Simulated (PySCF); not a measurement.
**SnHCl3: a look at the electrons**

For SnHCl3, the scripts below analyse its density (charges, bond critical points, surface potential), see where an electron leaves and enters and measure its response to a uniform field.

Computed with PySCF 2.14.0. Level: levels as typed in each script, gas phase, geometry from GFN2-xTB.

**1. The system as given**

SMILES `Cl[SnH](Cl)Cl`, 5 atoms, charge 0, spin multiplicity 1.

Bond lengths: Cl1–Sn2 2.303 Å, Sn2–Cl3 2.303 Å, Sn2–Cl4 2.303 Å, Sn2–H5 1.742 Å. Angles: Cl1–Sn2–Cl3 106.6°, Cl1–Sn2–Cl4 106.6°, Cl1–Sn2–H5 112.3°, Cl3–Sn2–Cl4 106.6°, Cl3–Sn2–H5 112.2°, Cl4–Sn2–H5 112.2°.

Coordinates:

```xyz
5
charge 0, multiplicity 1
Cl    0.7219    2.0062   -0.4519
Sn   -0.0001   -0.0001    0.4180
Cl    1.3767   -1.6278   -0.4522
Cl   -2.0984   -0.3778   -0.4522
H    -0.0003   -0.0022    2.1597
```

**2. Density, bond paths and surface potential (B3LYP/def2-svpd)**

Contents of input.py:

```python
import numpy as np
from pyscf import gto, scf, dft
from pyscf.scf import atom_ks, atom_hf
from scipy.linalg import block_diag

def solve(mol, dm0=None, hcore=None):
    mf = (dft.UKS if mol.spin else dft.RKS)(mol, xc='b3lyp')
    mf.grids.level = 3
    mf = mf.density_fit(auxbasis='def2-universal-jkfit')
    mf.conv_tol, mf.max_cycle = 1e-8, 80
    if hcore is not None:
        mf.get_hcore = lambda *args: hcore
    mf.kernel(dm0)
    if not mf.converged:
        mf = mf.newton().run(mf.mo_coeff, mf.mo_occ, max_cycle=30)
    assert mf.converged, 'SCF not converged'
    return mf

mol = gto.M(atom='''
Cl     0.72191     2.00622    -0.45187
Sn    -0.00007    -0.00015     0.41796
Cl     1.37672    -1.62784    -0.45224
Cl    -2.09842    -0.37780    -0.45222
H     -0.00034    -0.00217     2.15975
''', basis='def2-svpd', ecp={'Sn': 'def2-svpd'}, charge=0, spin=0, verbose=4)
mf = solve(mol)
mf.analyze()
# spherically averaged free atoms, for the promolecule
atom_ks.AtomSphAverageRKS.init_guess_by_vsap = lambda self, mol=None: self.init_guess_by_minao(mol)  # core potentials
atm = atom_ks.get_atm_nrks(mol, xc='b3lyp')
pro = block_diag(*[(atm[a[0]][2] * atm[a[0]][3]) @ atm[a[0]][2].T for a in mol._atom])
np.savez('result.npz', e=mf.e_tot, c=mf.mo_coeff, occ=mf.mo_occ, eps=mf.mo_energy, pro=pro, dip=mf.dip_moment(verbose=0), s2=mf.spin_square()[0])
```

Started as:

```console
$ OMP_NUM_THREADS=1 python input.py
```

**4. Removing and adding an electron (B3LYP/def2-svpd)**

Changes to input.py since step 2:

```diff
@@ -26,3 +26,12 @@
 mf = solve(mol)
-mf.analyze()
+out = dict(e0=mf.e_tot, dm0=mf.make_rdm1(), c=mf.mo_coeff, occ=mf.mo_occ, eps=mf.mo_energy)
+for name, dq, spin in [('cation', 1, 1)]:
+    ion = mol.copy().set(charge=mol.charge + dq, spin=spin).build()
+    mi = solve(ion)
+    if spin and dq > 0 and mol.nao < 130:
+        c, _, stable, _ = mi.stability(return_status=True)
+        if not stable:
+            mi = solve(ion, mi.make_rdm1(c, mi.mo_occ))
+    print(name, 'vertical energy change / eV', (mi.e_tot - mf.e_tot) * 27.211386)
+    out.update({'e_' + name: mi.e_tot, 'dm_' + name: mi.make_rdm1(), 's2_' + name: mi.spin_square()[0], 'eps_' + name: mi.mo_energy, 'occ_' + name: mi.mo_occ})
 # spherically averaged free atoms, for the promolecule
@@ -31,2 +40,2 @@
 pro = block_diag(*[(atm[a[0]][2] * atm[a[0]][3]) @ atm[a[0]][2].T for a in mol._atom])
-np.savez('result.npz', e=mf.e_tot, c=mf.mo_coeff, occ=mf.mo_occ, eps=mf.mo_energy, pro=pro, dip=mf.dip_moment(verbose=0), s2=mf.spin_square()[0])
+np.savez('result.npz', pro=pro, **out)
```

**6. Response to an electric field (B3LYP/def2-svpd)**

Contents of input.py:

```python
import numpy as np
from pyscf import gto, scf, dft
from pyscf.scf import atom_ks, atom_hf
from scipy.linalg import block_diag

def solve(mol, dm0=None, hcore=None):
    mf = (dft.UKS if mol.spin else dft.RKS)(mol, xc='b3lyp')
    mf.grids.level = 3
    mf = mf.density_fit(auxbasis='def2-universal-jkfit')
    mf.conv_tol, mf.max_cycle = 1e-8, 80
    if hcore is not None:
        mf.get_hcore = lambda *args: hcore
    mf.kernel(dm0)
    if not mf.converged:
        mf = mf.newton().run(mf.mo_coeff, mf.mo_occ, max_cycle=30)
    assert mf.converged, 'SCF not converged'
    return mf

mol = gto.M(atom='''
Cl     0.72191     2.00622    -0.45187
Sn    -0.00007    -0.00015     0.41796
Cl     1.37672    -1.62784    -0.45224
Cl    -2.09842    -0.37780    -0.45222
H     -0.00034    -0.00217     2.15975
''', basis='def2-svpd', ecp={'Sn': 'def2-svpd'}, charge=0, spin=0, verbose=4)
field = np.array([0.004, 0.0, 0.0])  # atomic units
mol.set_common_orig(mol.atom_charges() @ mol.atom_coords() / mol.atom_charges().sum())
mf = solve(mol)
out = dict(dm0=mf.make_rdm1(), d0=mf.dip_moment(unit='AU'), e0=mf.e_tot)
for name, sign in (('p', 1), ('m', -1)):
    h = mf.get_hcore() + sign * np.einsum('x,xij->ij', field, mol.intor('int1e_r'))
    mi = solve(mol, mf.make_rdm1(), h)
    out.update({'dm' + name: mi.make_rdm1(), 'd' + name: mi.dip_moment(unit='AU'), 'e' + name: mi.e_tot})
# spherically averaged free atoms, for the promolecule
atom_ks.AtomSphAverageRKS.init_guess_by_vsap = lambda self, mol=None: self.init_guess_by_minao(mol)  # core potentials
atm = atom_ks.get_atm_nrks(mol, xc='b3lyp')
pro = block_diag(*[(atm[a[0]][2] * atm[a[0]][3]) @ atm[a[0]][2].T for a in mol._atom])
np.savez('result.npz', pro=pro, **out)
```

(Steps that only read results are left out.)

Before running it: what results should come out? Wanted: dipole moment; HOMO, LUMO; vertical ionisation energy; polarisability along the field.

**Answer**, as computed:

| quantity | value |
| --- | --- |
| dipole moment (B3LYP/def2-svpd) | 2.14 D |
| HOMO, LUMO (B3LYP/def2-svpd) | -9.18, -2.88 eV |
| vertical ionisation energy (B3LYP/def2-svpd) | 11.30 eV |
| polarisability along the field (B3LYP/def2-svpd) | 85.6 bohr³ |

What this shows: At B3LYP/def2-svpd: The highest Hirshfeld charge is on Sn2 (+0.55 e), the lowest on Cl1, Cl3 and Cl4 (−0.17 e). The ionisation energy from two SCF runs, 11.30 eV, lies 2.1 eV above −ε(HOMO) = 9.18 eV of the same level, B3LYP/def2-svpd, since self-interaction lifts this functional's HOMO. All values hold at the given geometry, in the gas phase.
